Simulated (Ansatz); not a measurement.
# H3HfIO3: small, medium and large basis sets

How large a basis does H3HfIO3 need? Two functionals are run in growing sets.

Program: Ansatz 0.2.0, Gaussian basis. Level of theory: one geometry, several basis sets. These are calculated values, not measurements.

The runs, in order: PBE0-D4/def2-SVP; ωB97M-V/def2-SVP; PBE0-D4/def2-QZVPP; ωB97M-V/def2-QZVPP; the functionals' def2-TZVPP values are taken from earlier runs.

## 1. The relaxed structure

An earlier PBE0-D4 in a triple-zeta def2 set relaxation fixed the geometry. Hf, I take the def2 core potential; no spin-orbit term is included.

SMILES `[OH][Hf]([OH])([OH])[I]`, 8 atoms, charge 0, spin multiplicity 1.

Atoms are counted from 1 here; the program's logs count them from 0.

Bond lengths: O1–Hf2 1.912 Å, O1–H6 0.952 Å, Hf2–O3 1.912 Å, Hf2–O4 1.912 Å, Hf2–I5 2.759 Å, O3–H7 0.952 Å, O4–H8 0.952 Å. Angles: Hf2–O1–H6 159.9°, O1–Hf2–O3 109.9°, O1–Hf2–O4 109.9°, O1–Hf2–I5 109.0°, O3–Hf2–O4 109.9°, O3–Hf2–I5 109.0°, O4–Hf2–I5 109.0°, Hf2–O3–H7 159.9°, Hf2–O4–H8 159.9°.

## 2. PBE0-D4 in def2-SVP

Contents of in.yaml:

```yaml
crystal:
  periodic: [false, false, false]
  atoms:
    - {symbol: O, position_ang: [-1.096967, 1.131186, 0.951729]}
    - {symbol: Hf, position_ang: [0.045041, 0.150345, -0.227008]}
    - {symbol: O, position_ang: [1.717979, -0.201754, 0.629044]}
    - {symbol: O, position_ang: [-0.791245, -1.495118, -0.725720]}
    - {symbol: I, position_ang: [0.496306, 1.652466, -2.496796]}
    - {symbol: H, position_ang: [-1.868172, 1.369407, 1.455924]}
    - {symbol: H, position_ang: [2.410683, -0.178475, 1.281233]}
    - {symbol: H, position_ang: [-0.913634, -2.428066, -0.868407]}
basis:
  gaussian: {orbitals: def2-SVP}
hamiltonian: {xc: pbe0, dispersion: d4}
output: {orbitals: {seedname: orbitals}}
```

Launch:

```console
$ ansatz run in.yaml --threads 4 --pin off --events-out ev --progress --plain --max-ram 10444MiB
```

After this run come: ωB97M-V in def2-SVP; PBE0-D4 in def2-QZVPP; ωB97M-V in def2-QZVPP.

Before running them: what should the planned runs give, taken together? Wanted: PBE0-D4: double and triple zeta above quadruple; ωB97M-V: double and triple zeta above quadruple.

**Answer**, as computed:

```
                                       quantity          value
PBE0-D4: double and triple zeta above quadruple  8.75, 0.40 eV
ωB97M-V: double and triple zeta above quadruple  8.94, 0.38 eV
```

In words: PBE0-D4 gains 8.35 eV from double to triple zeta, then 0.40 eV more. These are total energies; as a rule much of such shifts cancels in differences, which this series doesn't test. The LUMO of ωB97M-V is positive and keeps falling with the basis (1.14 to 0.39 eV): an unbound level that the basis holds in place.
